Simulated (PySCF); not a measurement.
# B2F2H5N: the cost of one run

The runs use PySCF 2.14.0, with density-fitted response routines of our own; the level of theory stands in each step. All values are computed, except where a source is named. Atoms are numbered from 0 throughout.

**1. The molecule as given**

10 atoms, charge 0, multiplicity 1; geometry from: PBE0-D3(BJ)/def2-SVP.

Bonds of the start (Å): N0–B1 1.63, B1–B2 1.69, B2–F3 1.35, B2–F4 1.33, N0–H5 1.02, N0–H6 1.02, N0–H7 1.02, B1–H8 1.22, B1–H9 1.23.

**2. Core-electron binding energies: SCAN, X2C**

The job: settings as JSON, then the geometry in Å.

```
{"job": {"kind": "xps"}, "charge": 0, "multiplicity": 1}
N     -1.200022     0.206943     0.116826
B      0.137183    -0.407650    -0.587424
B      1.459136     0.085908     0.350728
F      1.271263     0.807427     1.475842
F      2.738995    -0.168572     0.106686
H     -1.279394    -0.100883     1.087244
H     -2.049336    -0.074377    -0.373589
H     -1.171097     1.227377     0.132709
H      0.153806     0.031461    -1.730416
H     -0.010687    -1.623948    -0.593581
```

Method: delta-SCF UKS SCAN, pcX-2 on the ionised atom, pcseg-1 elsewhere, spin-free X2C.

On the command line:

```
$ OMP_NUM_THREADS=1 python probes_run.py task.json out
```

One launch serves the whole session: the jobs run in the order shown.

Q: Estimate the wall time and peak memory of this first job on 1 thread of Arm Neoverse V1, shared host.

About 19 s, with a peak of 0.44 GiB.
